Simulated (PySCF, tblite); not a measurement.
**Cl₃H₃HfO₄Si, a small molecule taken as a stand-in for a surface group (hydroxylated Si): NMR shifts, core binding energies and electronic excitations**

Aim: the NMR shifts, core binding energies and electronic excitations of `O[Si](O)(O)[O][Hf]([Cl])([Cl])[Cl]`.

Computed with tblite 0.8.0 and PySCF 2.14.0; each step states its level. No surroundings beyond the atoms listed, unless a continuum is named. Atoms count from 0, parts from 1.

## (1) The system as given

12 atoms, charge 0, multiplicity 1; geometry: distance geometry start.

## (2) Geometry optimisation with GFN2-xTB

What the job is given:

```
{"job": {"kind": "relax", "xc": "GFN2-xTB", "basis": "xTB"}, "charge": 0, "multiplicity": 1}
O      1.526223    -0.945031    -2.065462
Si     0.183886    -0.939397    -0.873917
O     -0.492712    -2.555821    -0.794426
O     -1.047444     0.208795    -1.381683
O      0.854808    -0.473227     0.690119
Hf    -0.324561     0.106559     2.320701
Cl    -2.615937    -0.225948     1.811632
Cl     0.073978     2.401973     2.787337
Cl     0.269898    -1.219989     4.210320
H      2.469462    -0.922271    -1.871504
H     -1.015032    -2.879122    -0.066985
H     -1.182277     1.105348    -0.994083
```

Level: GFN2-xTB geometry optimisation, gas phase.

The run is started by

```
> OMP_NUM_THREADS=1 python cluster_run.py task.json out
```

The driver reads the jobs from task.json and runs them one after another.

**Question.** The jobs that follow are: PBE0-D3(BJ)/def2-SVP geometry optimisation, gas phase; GIAO PBE0/pcSseg-1 Hf:def2-SVP NMR shielding, non-relativistic, gas phase; delta-SCF UKS SCAN, pcX-2 on the ionised atom, pcseg-1 elsewhere (x2c-SVPall past Kr), spin-free X2C; TDDFT CAM-B3LYP/def2-SVPD, vertical, gas phase, core orbitals frozen in the response. Predict: point group; rotational constants (main isotopes); 1H shifts against TMS (PBE0/def2-SVP+pcSseg-1); 17O shifts against H2O (PBE0/def2-SVP+pcSseg-1); 29Si shifts against TMS (PBE0/def2-SVP+pcSseg-1); 35Cl shifts against HCl (PBE0/def2-SVP+pcSseg-1); surface potential, 1st and 99th percentile; O1s binding energies, SCAN/pcX-2; Si2p binding energies, SCAN/pcX-2; lowest singlet (CAM-B3LYP/def2-SVPD); brightest single state of those computed; lowest triplet; vertical ionisation energy (ΔSCF); vertical electron affinity (ΔSCF).

As calculated:

```
                                        quantity                                          value
                                     point group                                             C1
            rotational constants (main isotopes)                           0.86, 0.44, 0.41 GHz
  1H shifts against TMS (PBE0/def2-SVP+pcSseg-1)                           3.35, 2.56, 2.55 ppm
 17O shifts against H2O (PBE0/def2-SVP+pcSseg-1)                    307.7, 81.2, 55.4, 47.2 ppm
29Si shifts against TMS (PBE0/def2-SVP+pcSseg-1)                                      -74.6 ppm
35Cl shifts against HCl (PBE0/def2-SVP+pcSseg-1)                              468, 409, 409 ppm
           surface potential, 1st and 99th percentile                             -0.81 V and 3.08 V
                O1s binding energies, SCAN/pcX-2  O3 540.14, O0 539.85, O2 539.81, O4 538.06 eV
               Si2p binding energies, SCAN/pcX-2                                  Si1 109.80 eV
            lowest singlet (CAM-B3LYP/def2-SVPD)                    6.25 eV (198 nm), f = 0.002
        brightest single state of those computed                    state 5, 6.59 eV, f = 0.030
                                  lowest triplet                                        5.86 eV
               vertical ionisation energy (ΔSCF)                                       11.12 eV
               vertical electron affinity (ΔSCF)                                        0.08 eV
```

In words: On relaxing, metal atoms bound new neighbours (O3–Hf5). Relaxing lowered the energy by 1.068 eV in 16 steps; the close pair that moved most is Si1–Hf5, from 2.807 to 2.966 Å (PBE0/def2-SVP). At PBE0/def2-SVP+pcSseg-1: Shielding is most anisotropic at Cl8 (span 823 ppm, paramagnetic term -675 ppm). By nearest atom (PBE0/def2-SVP+pcSseg-1), the HOMO sits on Cl8 50 %; Cl7 30 % and the LUMO on Hf5 70 %; Cl6, Cl8 about 9 % each. The O1s levels kept as sound span 2.08 eV, from O4 (oxygen bonded to Hf, Si) up to O3 (oxygen bonded to Hf, Si, H). The lowest singlet, at 6.25 eV, is HOMO−1→LUMO 0.39, HOMO→LUMO 0.27 and is weak; of the 6 states computed, the strongest absorption comes from states 4 to 5 together at 6.59 eV. The lowest triplet lies 0.39 eV below the lowest singlet (triplets in Tamm-Dancoff, singlets in full TDDFT). Spin-orbit coupling, left out, mixes singlets and triplets in elements this heavy. ΔSCF puts the ionisation energy at 11.12 eV, 0.83 eV above −ε(HOMO). Spin-orbit coupling is left out, which matters for shieldings and couplings at and beside the heavy atoms. A capped cluster stands for the solid here, so long-range fields and strain are missing, and bands or shifts of the capping hydrogens have no counterpart in it.
